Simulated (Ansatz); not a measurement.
The system is Fe4Si.

```
Fe Si
1.0
     0.00000    2.02761    9.46634
     1.52190    0.00000    9.46634
     1.52190    2.02761    0.00000
Fe Si
4 1
Direct
  0.59407 0.59407 0.40593
  0.19797 0.19797 0.80203
  0.80203 0.80203 0.19797
  0.40593 0.40593 0.59407
  0.00000 0.00000 0.00000
```

The cell comes from a database or a generator and needn't be the stable form of this composition.

Alike in all runs: program Ansatz 0.2.0; functional PBEsol; potentials or basis Ansatz PAW; cutoff 420 eV (not typed: the program's choice for these potentials); k mesh 11 × 11 × 11; occupations fermi-dirac, width 0.05 eV.

The same cell was started in several ways:

| start | free energy over the lowest (meV/atom) | net moment (μB) | site or absolute moments (μB) | gap |
| --- | --- | --- | --- | --- |
| collinear spin, random start of up to 3.34 μB | 92.0 | -3.56 | Fe -1.91, -2.40, +2.17, -1.50; Si +0.06 | none (metal or under the smearing width) |
| collinear spin, ferromagnetic start of up to 4.5 μB | 0.0 | 8.81 | Fe +1.91, +2.57; Si -0.06 | none (metal or under the smearing width) |
| collinear spin, ferrimagnetic start of up to 3 μB | 125.5 | 0.00 | Fe +1.66, -2.19, +2.19, -1.66; Si -0.00 | none (metal or under the smearing width) |
| collinear spin, antiferromagnetic start of up to 3 μB | 125.5 | 0.00 | Fe +1.66, -2.19, +2.19, -1.66; Si +0.00 | none (metal or under the smearing width) |
| collinear spin, ferromagnetic start of up to 3 μB | 0.0 | 8.81 | Fe +1.91, +2.57; Si -0.06 | none (metal or under the smearing width) |
| no spin polarisation | 365.1 | - | - | none (metal or under the smearing width) |

The spin-polarised runs without a constraint all converged, yet they end up to 125 meV/atom apart: a converged run can sit in a state that isn't the lowest. Allowing spin polarisation gains 365 meV/atom. A still lower state may exist.

Caveats: the magnetic or orbital state may not be the lowest (some runs).
